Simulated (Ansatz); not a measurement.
# Al3Au: equation of state with LDA

The system is Al3Au.

```
Au Al
1.0
    -2.02533    2.02533    4.05660
     2.02533   -2.02533    4.05660
     2.02533    2.02533   -4.05660
Au Al
1 3
Direct
  0.00000 0.00000 0.00000
  0.50000 0.50000 0.00000
  0.25000 0.75000 0.50000
  0.75000 0.25000 0.50000
```

The cell comes from a database or a generator and needn't be the stable form of this composition.

- Program: Ansatz 0.2.0
- Task: equation of state
- Functional: LDA
- Potentials or basis: Ansatz PAW
- Cutoff: 420 eV
- Density cutoff: 1680 eV
- k mesh: 9 × 9 × 9
- Occupations: fermi-dirac, width 0.05 eV
- Spin: no spin polarisation

| Property | Result |
| --- | --- |
| Equilibrium volume | 15.80 Å³/atom |
| Bulk modulus at fixed shape and positions | 108 GPa |
| Pressure derivative of the bulk modulus | 4.8 |

Energy against volume, from the lowest point:
```tsv
volume (Å³/atom)	energy (meV/atom)
15.642	0.00
15.974	0.11
16.307	4.67
16.640	13.17
16.973	25.13
17.306	40.17
17.638	57.93
```

All runs of the series together: 38 s on 2 threads of Intel(R) Xeon(R) Processor @ 2.50GHz (Skylake/Cascade Lake), with other jobs on the host.

Caveat: the cell was scaled at fixed shape and fractional positions, which overstates the stiffness of a crystal with free parameters, most of all of layers and chains. Spin-orbit coupling is left out, which matters for the levels of Au.
